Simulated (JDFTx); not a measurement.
# SPb in JDFTx: notebook, part 2 of 2

JDFTx 1.7.0 (patched build). The steps go on from the part before.

## Step 3: Solvation, BP86

fluid.in reads:

```
lattice \
   17.0075351216     0.0000000000     0.0000000000 \
    0.0000000000    17.0075351216     0.0000000000 \
    0.0000000000     0.0000000000    22.6767134955
coords-type Cartesian
ion S      8.5283339248     8.5434517527     9.2418351721 1
ion Pb     8.5283339248     8.5434517527    13.5633797755 1

ion-species pseudo/S.upf
ion-species pseudo/Pb.upf
elec-cutoff 28
elec-ex-corr gga-x-b88 gga-c-p86
kpoint-folding 1 1 1
elec-n-bands 16
electronic-minimize nIterations 100 energyDiffThreshold 1e-06
fluid LinearPCM
pcm-variant GLSSA13
fluid-solvent H2O
fluid-minimize nIterations 200 knormThreshold 1e-10
initial-state vacuum.$VAR
core-overlap-check none
forces-output-coords Cartesian

dump-name fluid.$VAR
dump End Ecomponents EigStats BandEigs Kpoints Forces
```

Potentials or basis: PseudoDojo-SR-PBE-0.5-standard (S) + PseudoDojo-SR-PBE-0.4.1-standard (Pb) with smoothed tails.

Launch:

```console
> jdftx -c 1 -i fluid.in -o fluid.out
```

The program printed:

```text
*************** JDFTx 1.7.0 (patched build) ***************

Input parsed successfully to the following command list (including defaults):
[... the input with its defaults ...]

---------- Setting up symmetries ----------

Found 16 point-group symmetries of the bravais lattice
Found 8 space-group symmetries with basis
Applied RMS atom displacement 0 bohrs to make symmetries exact.

---------- Initializing the Grid ----------
R =
[      17.0075            0            0  ]
[            0      17.0075            0  ]
[            0            0      22.6767  ]
unit cell volume = 6559.38
G =
[   0.369435          0          0  ]
[          0   0.369435          0  ]
[          0          0   0.277077  ]
Minimum fftbox size, Smin = [  84  84  112  ]
Chosen fftbox size, S = [  84  84  112  ]

---------- Exchange Correlation functional ----------
Initialized LibXC exchange functional 'Becke 88'
Initialized LibXC correlation functional 'Perdew 86'

---------- Setting up pseudopotentials ----------
[... 144 lines left out ...]
	Linear fluid (dielectric constant: 78.4) occupying 0.874656 of unit cell:	Completed after 0 iterations at
	SubspaceRotationAdjust: set factor to 2.83
ElecMinimize: Iter:  17  Etot: -70.615938122561175  |grad|_K:  5.558e-07  alpha:  6.276e-01  linmin:  1.357e-06
ElecMinimize: Converged (|Delta Etot|<1.000000e-06 for 2 iters).
Setting wave functions to eigenvectors of Hamiltonian

# Ionic positions in cartesian coordinates:
ion S   8.528333924800000   8.543451752699999   9.241835172100000 1
ion Pb   8.528333924800000   8.543451752699999  13.563379775500000 1

# Forces in Cartesian coordinates:
force S   0.000000000000000   0.000000000000000  -0.033804962961472 1
force Pb   0.000000000000000   0.000000000000000   0.034759907598531 1

# Energy components:
   A_diel =       -0.0423971694610709
   Eewald =       -9.8712092973477610
       EH =       51.6216355364021595
     Eloc =     -125.4326025985419761
      Enl =      -12.8976557724897525
      Exc =      -23.1899224087857938
 Exc_core =       10.8845446312544691
       KE =       38.3116689564085462
-------------------------------------
     Etot =      -70.6159381225611753

IonicMinimize: Iter:   0  Etot: -70.615938122561175  |grad|_K:  1.979e-02
IonicMinimize: None of the convergence criteria satisfied after 0 iterations.

#--- Lowdin population analysis ---
# oxidation-state S -0.702
# oxidation-state Pb +0.798

Dumping 'fluid.eigStats' ...
	eMin: -0.758208 at state 0 ( [ +0.000000 +0.000000 +0.000000 ] spin 0 )
	HOMO: -0.184366 at state 0 ( [ +0.000000 +0.000000 +0.000000 ] spin 0 )
	mu  : -0.080952
	LUMO: -0.046326 at state 0 ( [ +0.000000 +0.000000 +0.000000 ] spin 0 )
	eMax: +0.062524 at state 0 ( [ +0.000000 +0.000000 +0.000000 ] spin 0 )
	HOMO-LUMO gap: +0.138040
	Optical gap  : +0.138040 at state 0 ( [ +0.000000 +0.000000 +0.000000 ] spin 0 )
Done!
[note: without ions in the liquid mu and the levels have no absolute zero]
```

Wall time 65 s (1 thread of Arm Neoverse V1, shared host); peak memory 0.3 GiB.

What came out:

| Item | Value |
| --- | --- |
| Free energy | -1921.5576 eV |
| Largest force | 1.787 eV/Å |
| Loewdin charges | S -0.70; Pb +0.80 e |
| Solvation energy | -0.546 eV |

Forces in eV/Å, atoms in the order of the input:
```
S    0.000  0.000 -1.738
Pb   0.000  0.000  1.787
```

Caveat: forces may be off by hundredths of an eV/Å; the minimiser leaves empty levels unsolved, so they aren't listed; forces in the liquid are good to some per cent; the liquid is a continuum model, checked here against plausible ranges alone; the potentials were made for another functional, which shifts forces and pressure.

## Step 4: Solvation, BP86

fluid.in: that of step 3 with these lines changed.

```diff
@@ -16,3 +16,3 @@
 fluid LinearPCM
-pcm-variant GLSSA13
+pcm-variant SCCS_g03
 fluid-solvent H2O
```

Potentials or basis: PseudoDojo-SR-PBE-0.5-standard (S) + PseudoDojo-SR-PBE-0.4.1-standard (Pb) with smoothed tails.

Launch:

```console
> jdftx -c 1 -i fluid.in -o fluid.out
```

The program printed:

```text
*************** JDFTx 1.7.0 (patched build) ***************

Input parsed successfully to the following command list (including defaults):
[... the input with its defaults ...]

---------- Setting up symmetries ----------

Found 16 point-group symmetries of the bravais lattice
Found 8 space-group symmetries with basis
Applied RMS atom displacement 0 bohrs to make symmetries exact.

---------- Initializing the Grid ----------
R =
[      17.0075            0            0  ]
[            0      17.0075            0  ]
[            0            0      22.6767  ]
unit cell volume = 6559.38
G =
[   0.369435          0          0  ]
[          0   0.369435          0  ]
[          0          0   0.277077  ]
Minimum fftbox size, Smin = [  84  84  112  ]
Chosen fftbox size, S = [  84  84  112  ]

---------- Exchange Correlation functional ----------
Initialized LibXC exchange functional 'Becke 88'
Initialized LibXC correlation functional 'Perdew 86'

---------- Setting up pseudopotentials ----------
Width of ionic core gaussian charges (only for fluid interactions / plotting) set to 0.33585

Reading pseudopotential file 'pseudo/S.upf':
  'S' pseudopotential, 'PBE' functional
  Generated using ONCVPSP code by D. R. Hamann
  6 valence electrons, 2 orbitals, 6 projectors, 1001 radial grid points, with lMax = 2
[... 124 lines left out ...]
ElecMinimize: 	Step increased Etot by 4.038205e-07, reducing alpha to 3.224349e-03.
	Linear fluid (dielectric constant: 78.4) occupying 0.872757 of unit cell:	Completed after 0 iterations at
ElecMinimize: 	Step increased Etot by 4.427384e-07, reducing alpha to 3.224349e-04.
ElecMinimize: 	Step failed to reduce Etot after 3 attempts. Quitting step.
ElecMinimize: 	Undoing step.
	Linear fluid (dielectric constant: 78.4) occupying 0.872757 of unit cell:	Completed after 0 iterations at
ElecMinimize: 	Step failed: resetting search direction.
	SubspaceRotationAdjust: set factor to 2.68
ElecMinimize: Iter:  15  Etot: -70.616192762975288  |grad|_K:  1.056e-06  alpha:  3.224e-04
	Linear fluid (dielectric constant: 78.4) occupying 0.872769 of unit cell:	Completed after 0 iterations at
	Linear fluid (dielectric constant: 78.4) occupying 0.872765 of unit cell:	Completed after 0 iterations at
	SubspaceRotationAdjust: set factor to 2.84
ElecMinimize: Iter:  16  Etot: -70.616193086597860  |grad|_K:  6.576e-07  alpha:  3.902e-01  linmin: -5.007e-08
	Linear fluid (dielectric constant: 78.4) occupying 0.872772 of unit cell:	Completed after 0 iterations at
	Linear fluid (dielectric constant: 78.4) occupying 0.872775 of unit cell:	Completed after 0 iterations at
	SubspaceRotationAdjust: set factor to 2.83
ElecMinimize: Iter:  17  Etot: -70.616193327104611  |grad|_K:  4.851e-07  alpha:  5.499e-01  linmin:  8.098e-07
ElecMinimize: Converged (|Delta Etot|<1.000000e-06 for 2 iters).
Setting wave functions to eigenvectors of Hamiltonian

# Ionic positions in cartesian coordinates:
ion S   8.528333924800000   8.543451752699999   9.241835172100000 1
ion Pb   8.528333924800000   8.543451752699999  13.563379775500000 1

# Forces in Cartesian coordinates:
force S   0.000000000000000   0.000000000000000  -0.036212810482583 1
force Pb   0.000000000000000   0.000000000000000   0.033406489867347 1

# Energy components:
   A_diel =       -0.0440283368782723
   Eewald =       -9.8712092973477610
       EH =       51.6146927420551549
     Eloc =     -125.4262274187723847
      Enl =      -12.8995276173569540
      Exc =      -23.1912889367023283
 Exc_core =       10.8845446312544691
       KE =       38.3168509066434595
-------------------------------------
     Etot =      -70.6161933271046109

IonicMinimize: Iter:   0  Etot: -70.616193327104611  |grad|_K:  2.010e-02
IonicMinimize: None of the convergence criteria satisfied after 0 iterations.

#--- Lowdin population analysis ---
# oxidation-state S -0.713
# oxidation-state Pb +0.810

Dumping 'fluid.eigStats' ...
	eMin: -0.757110 at state 0 ( [ +0.000000 +0.000000 +0.000000 ] spin 0 )
	HOMO: -0.183589 at state 0 ( [ +0.000000 +0.000000 +0.000000 ] spin 0 )
	mu  : -0.078854
	LUMO: -0.044228 at state 0 ( [ +0.000000 +0.000000 +0.000000 ] spin 0 )
	eMax: +0.062799 at state 0 ( [ +0.000000 +0.000000 +0.000000 ] spin 0 )
	HOMO-LUMO gap: +0.139362
	Optical gap  : +0.139362 at state 0 ( [ +0.000000 +0.000000 +0.000000 ] spin 0 )
Done!
[note: without ions in the liquid mu and the levels have no absolute zero]
```

Wall time 72 s (1 thread of Arm Neoverse V1, shared host); peak memory 0.33 GiB.

What came out:

- Free energy: -1921.5645 eV
- Loewdin charges: S -0.71; Pb +0.81 e
- Solvation energy: -0.553 eV

Caveat: the forces don't sum to zero, a sign of grid noise; the minimiser leaves empty levels unsolved, so they aren't listed; the liquid is a continuum model, checked here against plausible ranges alone; the potentials were made for another functional, which shifts forces and pressure.
